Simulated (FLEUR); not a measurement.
## TaAs: equation of state with PBEsol

TaAs:

```
CELL_PARAMETERS angstrom
-1.72181 1.72181 5.86794
1.72181 -1.72181 5.86794
1.72181 1.72181 -5.86794
ATOMIC_POSITIONS crystal
Ta 0.49997 0.49997 0.00000
Ta 0.24997 0.74997 0.50000
As 0.08263 0.08263 0.00000
As 0.83263 0.33263 0.50000
```

The cell is a database's computed one.

| Quantity | Value |
| --- | --- |
| Program | FLEUR MaX-R8.1 (later development tree) |
| Task | equation of state |
| Functional | PBEsol |
| Potentials or basis | all-electron |
| Basis | FLAPW |
| Kmax | 4.95 1/bohr |
| k mesh | 11 × 11 × 11 |
| Occupations | fermi-dirac, width 0.05 eV |
| Spin | no spin polarisation |
| Gmax | 15.3 1/bohr |
| Muffin-tin radii | Ta 2.45, As 1.98 bohr |
| lmax | Ta 10, As 8 |
| lnonsphr | Ta 10, As 8 |
| Local orbitals a species | Ta 4, As 6 |

* Equilibrium volume: 17.04 Å³/atom
* Bulk modulus at fixed shape and positions: 191 GPa
* Pressure derivative of the bulk modulus: 4.4 (rough: it moves with the points fitted)

Energy against volume, from the lowest point:
| volume (Å³/atom) | energy (meV/atom) |
| --- | --- |
| 16.353 | 17.99 |
| 16.700 | 4.26 |
| 17.048 | 0.00 |
| 17.396 | 4.21 |
| 17.744 | 16.03 |

Caveat: the cell was scaled at fixed shape and fractional positions, which overstates the stiffness of a crystal with free parameters, most of all of layers and chains. The run has no spin-orbit coupling, so splittings on Ta are missing.
